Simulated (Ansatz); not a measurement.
# BCl3H2S: up Jacob's ladder to CCSD(T)

An exercise on one series of results from a longer session: the logs are not shown, and one member is left open.

Computed with Ansatz 0.2.0, Gaussian basis. Level: functionals in def2-TZVPP, the program's frozen cores in correlated methods.

The runs, in order: LDA (SPW92), PBE-D4, revPBE-D4, BLYP-D4, r2SCAN-D4, B97M-V, PBE0-D4, B3LYP-D4, r2SCANh-D4, r2SCAN0-D4, HSE06-D4, BHLYP-D4, CAM-B3LYP-D4, LC-ωPBE, ωB97X-V, ωB97M-V, B2PLYP, PBE-QIDH; CCSD(T)/def2-SVP; CCSD(T)/def2-TZVPP; MP2/def2-QZVPP; extrapolation to the limit; RPA on PBE.

### Structure used throughout

The geometry comes from an earlier relaxation with PBE0-D4 in a triple-zeta def2 set; it is a stationary point, not always the lowest conformer.

7 atoms, charge 0, spin multiplicity 1.

Atoms are counted from 1 here; the program's logs count them from 0.

Bond lengths: S1–B2 2.105 Å, S1–H6 1.346 Å, S1–H7 1.346 Å, B2–Cl3 1.805 Å, B2–Cl4 1.804 Å, B2–Cl5 1.805 Å. Angles: B2–S1–H6 98.2°, B2–S1–H7 98.2°, H6–S1–H7 93.1°, S1–B2–Cl3 101.5°, S1–B2–Cl4 106.0°, S1–B2–Cl5 101.5°, Cl3–B2–Cl4 114.9°, Cl3–B2–Cl5 115.5°, Cl4–B2–Cl5 114.9°.

Set-up of the first run:

File in.yaml:

```yaml
crystal:
  periodic: [false, false, false]
  atoms:
    - {symbol: S, position_ang: [-0.251120, 1.212509, 0.493074]}
    - {symbol: B, position_ang: [0.523346, -0.631959, -0.162739]}
    - {symbol: Cl, position_ang: [1.115126, -1.344333, 1.386388]}
    - {symbol: Cl, position_ang: [-0.857302, -1.509344, -0.923918]}
    - {symbol: Cl, position_ang: [1.807810, -0.094224, -1.310995]}
    - {symbol: H, position_ang: [-1.360005, 0.749686, 1.099648]}
    - {symbol: H, position_ang: [-0.916655, 1.549666, -0.627259]}
basis:
  gaussian: {orbitals: def2-TZVPP}
hamiltonian: {xc: lda}
output: {orbitals: {seedname: orbitals}}
```

Command:

```bash
$ ansatz run in.yaml --threads 4 --pin off --events-out ev --progress --plain --max-ram 10444MiB
```

Among the steps run: LDA; PBE-D4 (GGA); revPBE-D4 (GGA); BLYP-D4 (GGA); r2SCAN-D4 (meta-GGA); B97M-V (meta-GGA); B3LYP-D4 (hybrid); r2SCANh-D4 (hybrid); r2SCAN0-D4 (hybrid); HSE06-D4 (hybrid); BHLYP-D4 (hybrid); CAM-B3LYP-D4 (range-separated); LC-ωPBE (range-separated); ωB97X-V (range-separated); ωB97M-V (range-separated); B2PLYP (double hybrid); PBE-QIDH (double hybrid).

One of the session's tables, all rows but one given; the rest of the session is left out.

It belongs to the step «Orbital energies across the functionals». 

| functional | HOMO (eV) | gap (eV) |
| --- | --- | --- |
| LDA (SPW92) | -7.04 | 5.05 |
| PBE-D4 | -6.90 | 5.03 |
| revPBE-D4 | -6.84 | 5.03 |
| BLYP-D4 | -6.73 | 4.95 |
| r2SCAN-D4 | ? | ? |
| B97M-V | -7.36 | 5.67 |
| PBE0-D4 | -8.31 | 7.43 |
| B3LYP-D4 | -8.02 | 6.87 |
| r2SCANh-D4 | -7.77 | 6.53 |
| r2SCAN0-D4 | -8.54 | 7.84 |
| HSE06-D4 | -7.90 | 6.65 |
| BHLYP-D4 | -9.56 | 9.72 |
| CAM-B3LYP-D4 | -9.67 | 9.91 |
| LC-ωPBE | -11.11 | 12.60 |
| ωB97X-V | -10.73 | 12.07 |
| ωB97M-V | -10.56 | 11.69 |

Estimate the missing values for r2SCAN-D4.

Worked estimate for «HOMO (eV)». Against the share of exact exchange, r2SCANh-D4 (0.1, -7.77), r2SCAN0-D4 (0.25, -8.54) give a slope of -5.13 per unit share; at 0 the line stands at -7.26.

The run gave: HOMO (eV): -7.26; gap (eV): 5.65. In «HOMO (eV)» the line misses by 0.00.
